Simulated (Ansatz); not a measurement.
# CH₇BO₂Si: a ladder of functionals and wavefunction methods

One table from this session's results is given with a row withheld; the runs are named, their logs left out.

Method: functionals in def2-TZVPP, the program's frozen cores in correlated methods; program: Ansatz 0.2.0, Gaussian basis.

Levels to be run: PBE-D4, r2SCAN-D4, PBE0-D4, B3LYP-D4, ωB97X-V, ωB97M-V, B2PLYP; CCSD(T)/def2-TZVPP; MP2/def2-QZVPP; extrapolation to the limit.

## The relaxed structure

An earlier PBE0-D4 in a triple-zeta def2 set relaxation fixed the geometry.

SMILES `BOCO[SiH3]`, 12 atoms, charge 0, spin multiplicity 1.

Atoms are counted from 1 here; the program's logs count them from 0.

Bond lengths: B1–O2 1.345 Å, B1–H6 1.201 Å, B1–H7 1.195 Å, O2–C3 1.412 Å, C3–O4 1.381 Å, C3–H8 1.096 Å, C3–H9 1.094 Å, O4–Si5 1.657 Å, Si5–H10 1.488 Å, Si5–H11 1.483 Å, Si5–H12 1.481 Å. Angles: O2–B1–H6 119.9°, O2–B1–H7 116.9°, H6–B1–H7 123.2°, B1–O2–C3 121.7°, O2–C3–O4 110.5°, O2–C3–H8 106.6°, O2–C3–H9 110.0°, O4–C3–H8 111.0°, O4–C3–H9 108.2°, H8–C3–H9 110.6°, C3–O4–Si5 123.5°, O4–Si5–H10 109.4°, O4–Si5–H11 111.9°, O4–Si5–H12 105.5°, H10–Si5–H11 109.3°, H10–Si5–H12 110.8°, H11–Si5–H12 109.9°.

The first run:

in.yaml reads:

```yaml
crystal:
  periodic: [false, false, false]
  atoms:
    - {symbol: B, position_ang: [-0.993785, 1.105782, 1.714550]}
    - {symbol: O, position_ang: [-0.900286, 0.494141, 0.520058]}
    - {symbol: C, position_ang: [0.062809, 0.880153, -0.438056]}
    - {symbol: O, position_ang: [1.056957, -0.073892, -0.536063]}
    - {symbol: Si, position_ang: [0.769834, -1.656100, -0.936755]}
    - {symbol: H, position_ang: [-0.274582, 2.033887, 1.969321]}
    - {symbol: H, position_ang: [-1.816481, 0.687877, 2.473784]}
    - {symbol: H, position_ang: [-0.470102, 0.991998, -1.389635]}
    - {symbol: H, position_ang: [0.525477, 1.826600, -0.143329]}
    - {symbol: H, position_ang: [-0.224766, -1.713808, -2.042449]}
    - {symbol: H, position_ang: [0.265271, -2.436764, 0.219116]}
    - {symbol: H, position_ang: [2.076653, -2.195273, -1.376541]}
basis:
  gaussian: {orbitals: def2-TZVPP}
hamiltonian: {xc: pbe, dispersion: d4}
output: {forces: true, orbitals: {seedname: orbitals}}
```

On the command line:

```
$ ansatz run in.yaml --threads 4 --pin off --events-out ev --progress --plain --max-ram 10444MiB
```

Steps of the session up to this table: PBE-D4 (GGA); r2SCAN-D4 (meta-GGA); PBE0-D4 (hybrid); B3LYP-D4 (hybrid); ωB97X-V (range-separated); ωB97M-V (range-separated); B2PLYP (double hybrid); CCSD(T) in def2-TZVPP; MP2 in def2-QZVPP.

One of the session's tables, all rows but one given; the rest of the session is left out.

| method | atomisation energy (kJ/mol) |
| --- | --- |
| PBE-D4 | 4453.5 |
| r2SCAN-D4 | ? |
| PBE0-D4 | 4381.6 |
| B3LYP-D4 | 4411.9 |
| ωB97X-V | 4424.9 |
| ωB97M-V | 4424.4 |
| B2PLYP | 4369.2 |
| HF/def2-TZVPP | 3271.2 |
| MP2/def2-TZVPP | 4369.1 |
| CCSD/def2-TZVPP | 4243.5 |
| CCSD(T)/def2-TZVPP | 4299.6 |
| MP2/CBS | 4478.0 |
| CCSD(T)/CBS | 4408.6 |

Estimate the missing values for r2SCAN-D4.

The run gave: atomisation energy (kJ/mol): 4417.3. In the column «atomisation energy (kJ/mol)» it lies between B3LYP-D4 (4411.9) and ωB97M-V (4424.4).
